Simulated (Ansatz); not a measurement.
**C3H7NSe: a ladder of functionals and wavefunction methods**

Aim: compute C3H7NSe with functionals from several rungs and with coupled cluster. The yardstick is the atomisation energy at the CCSD(T) limit.

Method: functionals in def2-TZVPP, the program's frozen cores in correlated methods; program: Ansatz 0.2.0, Gaussian basis.

Plan: LDA (SPW92), PBE-D4, revPBE-D4, BLYP-D4, r2SCAN-D4, B97M-V, PBE0-D4, B3LYP-D4, r2SCANh-D4, r2SCAN0-D4, HSE06-D4, BHLYP-D4, CAM-B3LYP-D4, LC-ωPBE, ωB97X-V, ωB97M-V, B2PLYP, PBE-QIDH; CCSD(T)/def2-SVP; CCSD(T)/def2-TZVPP; MP2/def2-QZVPP; extrapolation to the limit; RPA on PBE.

## Step 1: Structure used throughout

The geometry comes from an earlier relaxation with PBE0-D4 in a triple-zeta def2 set; it is a stationary point, not always the lowest conformer.

SMILES `CC(=N)C[SeH]`, 12 atoms, charge 0, spin multiplicity 1.

Atoms are counted from 1 here; the program's logs count them from 0.

Bond lengths: C1–C2 1.499 Å, C1–H6 1.093 Å, C1–H7 1.090 Å, C1–H8 1.094 Å, C2–N3 1.268 Å, C2–C4 1.498 Å, N3–H9 1.020 Å, C4–Se5 1.965 Å, C4–H10 1.090 Å, C4–H11 1.088 Å, Se5–H12 1.469 Å. Angles: C2–C1–H6 110.3°, C2–C1–H7 111.3°, C2–C1–H8 110.5°, H6–C1–H7 108.8°, H6–C1–H8 107.2°, H7–C1–H8 108.8°, C1–C2–N3 125.8°, C1–C2–C4 116.9°, N3–C2–C4 117.3°, C2–N3–H9 110.8°, C2–C4–Se5 112.9°, C2–C4–H10 112.2°, C2–C4–H11 109.3°, Se5–C4–H10 107.2°, Se5–C4–H11 105.6°, H10–C4–H11 109.4°, C4–Se5–H12 95.8°.

## Step 2: LDA

This LDA is Slater exchange with PW92 correlation.

The input, in.yaml:

```yaml
crystal:
  periodic: [false, false, false]
  atoms:
    - {symbol: C, position_ang: [-1.246696, 0.406364, 0.126982]}
    - {symbol: C, position_ang: [0.232708, 0.559306, 0.311281]}
    - {symbol: N, position_ang: [0.801412, 1.368803, 1.104132]}
    - {symbol: C, position_ang: [1.114141, -0.319216, -0.522045]}
    - {symbol: Se, position_ang: [1.028569, -2.209607, 0.005988]}
    - {symbol: H, position_ang: [-1.556552, -0.610809, 0.380363]}
    - {symbol: H, position_ang: [-1.798456, 1.107420, 0.753683]}
    - {symbol: H, position_ang: [-1.521639, 0.576564, -0.918516]}
    - {symbol: H, position_ang: [0.111165, 1.915280, 1.619633]}
    - {symbol: H, position_ang: [0.863090, -0.269451, -1.581737]}
    - {symbol: H, position_ang: [2.151883, -0.023610, -0.381678]}
    - {symbol: H, position_ang: [-0.102726, -2.556242, -0.864186]}
basis:
  gaussian: {orbitals: def2-TZVPP}
hamiltonian: {xc: lda}
output: {orbitals: {seedname: orbitals}}
```

The run is started by

```console
$ ansatz run in.yaml --threads 4 --pin off --events-out ev --progress --plain --max-ram 10444MiB
```

The runs that follow: PBE-D4 (GGA); revPBE-D4 (GGA); BLYP-D4 (GGA); r2SCAN-D4 (meta-GGA); B97M-V (meta-GGA); B3LYP-D4 (hybrid); r2SCANh-D4 (hybrid); r2SCAN0-D4 (hybrid); HSE06-D4 (hybrid); BHLYP-D4 (hybrid); CAM-B3LYP-D4 (range-separated); LC-ωPBE (range-separated); ωB97X-V (range-separated); ωB97M-V (range-separated); B2PLYP (double hybrid); PBE-QIDH (double hybrid); CCSD(T) in def2-SVP; CCSD(T) in def2-TZVPP; MP2 in def2-QZVPP; RPA on PBE orbitals.

Q: Predict the results of all the runs planned. Wanted: atomisation energy, CCSD(T)/CBS; farthest beyond LDA; mean size of error, GGA; mean size of error, meta-GGA; mean size of error, hybrid; mean size of error, range-separated; mean size of error, double hybrid; gap, smallest and largest; T1 diagnostic.

**Answer**, as computed:

```
                               quantity                                                                                                                              value
        atomisation energy, CCSD(T)/CBS                                                                                                                          46.785 eV
    functionals within 0.468 eV (1.0 %)  revPBE-D4, BLYP-D4, r2SCAN-D4, B97M-V, PBE0-D4, B3LYP-D4, r2SCANh-D4, HSE06-D4, CAM-B3LYP-D4, LC-ωPBE, ωB97X-V, ωB97M-V, PBE-QIDH
                    farthest beyond LDA                                                                                                               BHLYP-D4 (-1.419 eV)
                mean size of error, GGA                                                                                                                           0.550 eV
           mean size of error, meta-GGA                                                                                                                           0.040 eV
             mean size of error, hybrid                                                                                                                           0.532 eV
    mean size of error, range-separated                                                                                                                           0.156 eV
      mean size of error, double hybrid                                                                                                                           0.371 eV
              gap, smallest and largest                                                                                          3.87 eV (LDA (SPW92)), 11.18 eV (LC-ωPBE)
                          T1 diagnostic                                                                                                                             0.0105
triples share of the correlation energy                                                                                                                              4.1 %
```

In words: The LDA atomisation energy is off by 7.192 eV (15 %): it overbinds. PBE-D4 misses by +1.314 eV. Double hybrids carry the basis error of their MP2 part in triple zeta, and no dispersion term here, so their miss is partly the set-up's. The rungs meta-GGA, range-separated, double hybrid miss on average by less than the doubt on the reference (0.468 eV), so they tie. The reference freezes the cores and leaves out relativity and excitations past (T), and its outer-core shells are covered unevenly, so misses under about 0.468 eV can't be ranked. All levels share the lack of spin-orbit coupling, which lowers the free heavy atoms and so the true binding. Hartree-Fock recovers 71 % of the binding; the rest is correlation. CCSD(T) in def2-SVP is off by -2.436 eV, which most functionals beat. The gap grows from 3.9 to 11.2 eV across the functionals, mostly with the share of exact exchange. Correlated methods include outer-core shells of Se, which these sets cover unevenly.
